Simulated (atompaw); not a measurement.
# Mg: the cost of one run

Program: atompaw 4.2.0.5. Reference atom: PBEsol, scalar-relativistic, spherical and spin-unpolarised. All values are calculated.

### Step 1. Starting point

The settings as typed:

* element: magnesium (Mg, Z = 12)
* type: PAW
* frozen core: [He]
* valence charge: 10
* reference configuration: 2s2 2p6 3s1.5 3p0 (charge +0.5)
* partial waves: 2s (bound): rc 0.75 bohr; 3s (bound): rc 1.25 bohr; 2p (bound): rc 0.90 bohr; 3p (bound, empty): rc 1.30 bohr; 3d channel at 0.45 Ry: rc 1.35 bohr
* local potential: vpsmatchnc scheme with l = 3 at -0.5 Ry, radius 1.05 bohr
* core correction: smooth core density matched at 1.05 bohr
* augmentation charge: sinc compensation charge, radius 1.20 bohr; PAW radius 1.35 bohr; waves and projectors: custom rrkj vanderbiltortho

The nodes and maxima of the atom's own shells, from an earlier all-electron run, set the scale for the radii.

All-electron outer shells of the reference configuration (PBEsol, scalar-relativistic, ld1.x):

```json
{"shell": "1s", "level (eV)": "-1260.95", "outermost node (bohr)": "–", "outermost maximum (bohr)": "0.09"}
{"shell": "2s", "level (eV)": "-83.85", "outermost node (bohr)": "0.18", "outermost maximum (bohr)": "0.55"}
{"shell": "2p", "level (eV)": "-50.81", "outermost node (bohr)": "–", "outermost maximum (bohr)": "0.48"}
{"shell": "3s", "level (eV)": "-7.88", "outermost node (bohr)": "0.90", "outermost maximum (bohr)": "2.47"}
{"shell": "3p", "level (eV)": "-4.02", "outermost node (bohr)": "0.95", "outermost maximum (bohr)": "3.17"}
{"shell": "3d", "level (eV)": "-0.76", "outermost node (bohr)": "–", "outermost maximum (bohr)": "6.46"}
```

### Step 2. The generation run

The input, Mg.input:

```
Mg 12
GGA-PBESOL scalarrelativistic loggrid 1500 logderivrange -8 5 326
3 3 0 0 0 0
3 0 1.5
3 1 0
0 0 0
c
v
v
v
v
2
1.35 1.20 1.05 1.05
n
n
y
0.45
n
custom rrkj vanderbiltortho sinc
3 -0.5 vpsmatchnc
0.75
1.25
0.90
1.30
1.35
PWSCFOUT
UPFDX 0.0125d0 UPFXMIN -7.d0 UPFZMESH 12.d0
END
```

Launch:

```bash
$ atompaw < Mg.input > Mg.log
```

**Question.** How long does this run take on 1 thread of Intel Xeon Platinum 8259CL at 2.50GHz, shared host?

About 1.3 s.
